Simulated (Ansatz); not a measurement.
MoI:

```
CELL_PARAMETERS angstrom
0.00000 3.17885 3.17885
3.17885 0.00000 3.17885
3.17885 3.17885 0.00000
ATOMIC_POSITIONS crystal
Mo 0.00000 0.00000 0.00000
I 0.75000 0.75000 0.75000
```

The cell was built by a generator and needn't be a form met in nature.

| Quantity | Value |
| --- | --- |
| Program | Ansatz 0.2.0 |
| Task | relaxation of cell and atoms |
| Functional | PBE |
| Potentials or basis | Ansatz PAW |
| Cutoff | 420 eV (not typed: the program's choice for these potentials) |
| k mesh | 7 × 7 × 7 |
| Occupations | fermi-dirac, width 0.05 eV |
| Spin | no spin polarisation |
| Hubbard terms | Mo d U = 3 eV |

At the start: volume 32.12 Å³/atom.

Question: Where does the relaxation end?

Answer: It ends after 5 steps and the volume is 29.73 Å³/atom (-7.4 %); space group F-43m (No. 216, to 0.05 Å).

The path:
| step | energy change (eV) | largest force (eV/Å) | volume (Å³) |
| --- | --- | --- | --- |
| 1 | 0.0000 | 0.0000 | 64.25 |
| 2 | -0.0281 | 0.0000 | 56.33 |
| 3 | -0.0598 | 0.0000 | 59.99 |
| 4 | -0.0608 | 0.0000 | 59.47 |
| 5 | -0.0601 | 0.0000 | 59.47 |

Final structure:
```xyz
2
Lattice="0.0000 3.0980 3.0980 3.0980 0.0000 3.0980 3.0980 3.0980 0.0000" Properties=species:S:1:pos:R:3 pbc="T T T"
Mo    0.0000    0.0000    0.0000
I     4.6471    4.6471    4.6471
```

Caveat: the plane-wave basis is chosen anew once the cell has moved, so the energies of steps on either side of that aren't comparable; an odd number of electrons without spin polarisation forces a metal; a magnetic or distorted state may lie lower; U without spin polarisation on a metal has little footing.
